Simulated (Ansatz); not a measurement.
Wanted: the native input for an Ansatz 0.2.0 run.

```
Task                : electric field gradients
Functional          : PBE
Potentials or basis : Ansatz PAW
Cutoff              : 420 eV (not typed: the program's choice for these potentials)
k mesh              : 6 × 6 × 3
Occupations         : fermi-dirac, width 0.05 eV
Spin                : no spin polarisation
```

Crystal: HfIn4SiO6.

```
Hf In Si O
1.0
     5.27743    0.00000    0.00000
    -2.63872    4.57039    0.00000
     0.00000    0.00000   10.55905
Hf In Si O
1 4 1 6
Direct
  0.66667 0.33333 0.00000
  0.00000 0.00000 0.30446
  0.00000 0.00000 0.69554
  0.33333 0.66667 0.78919
  0.33333 0.66667 0.21081
  0.00000 0.00000 0.00000
  0.97300 0.70496 0.89972
  0.29504 0.02700 0.10028
  0.29504 0.26804 0.89972
  0.73196 0.70496 0.10028
  0.73196 0.02700 0.89972
  0.97300 0.26804 0.10028
```

The cell was built by a generator and needn't be a form met in nature.

One way to write it, as run:

input.yaml

```yaml
crystal:
  lattice:
    - [5.27743, 0.0, 0.0]
    - [-2.63872, 4.57039, 0.0]
    - [0.0, 0.0, 10.55905]
  atoms:
    - { symbol: Hf, position: [0.66667, 0.33333, 0.0] }
    - { symbol: In, position: [0.0, 0.0, 0.30446] }
    - { symbol: In, position: [0.0, 0.0, 0.69554] }
    - { symbol: In, position: [0.33333, 0.66667, 0.78919] }
    - { symbol: In, position: [0.33333, 0.66667, 0.21081] }
    - { symbol: Si, position: [0.0, 0.0, 0.0] }
    - { symbol: O, position: [0.973, 0.70496, 0.89972] }
    - { symbol: O, position: [0.29504, 0.027, 0.10028] }
    - { symbol: O, position: [0.29504, 0.26804, 0.89972] }
    - { symbol: O, position: [0.73196, 0.70496, 0.10028] }
    - { symbol: O, position: [0.73196, 0.027, 0.89972] }
    - { symbol: O, position: [0.973, 0.26804, 0.10028] }
hamiltonian:
  xc: pbe
  pseudopotentials: { kind: paw, frozen_core: stored }
kpoints:
  mp_grid: { grid: [6, 6, 3] }
scf:
  occupations: { method: fermi_dirac, width: 0.05 }
output:
  forces: true
  stress: true
  eigenvalues: true
  efg: {}
  write_density: true
  write_potential: true
  elf: true
  volumetric_format: npy
```

Potentials or basis: Ansatz PAW.

Command:

```console
$ ansatz run input.yaml --threads 8 --pin off --max-ram 20480MiB --backend cpu --events-out ev --progress --plain --runs-dir out
```

Results of the run:

| Quantity | Value |
| --- | --- |
| Pressure | 0.0 GPa |
| Band gap on the k mesh | none (metal or under the smearing width) |

Caveat: the pressure holds a Pulay correction of +0.3 GPa for the finite cutoff.

Wall time 5.3 s on 8 threads of Arm Neoverse V2 (shared host), peak memory 1.1 GiB.
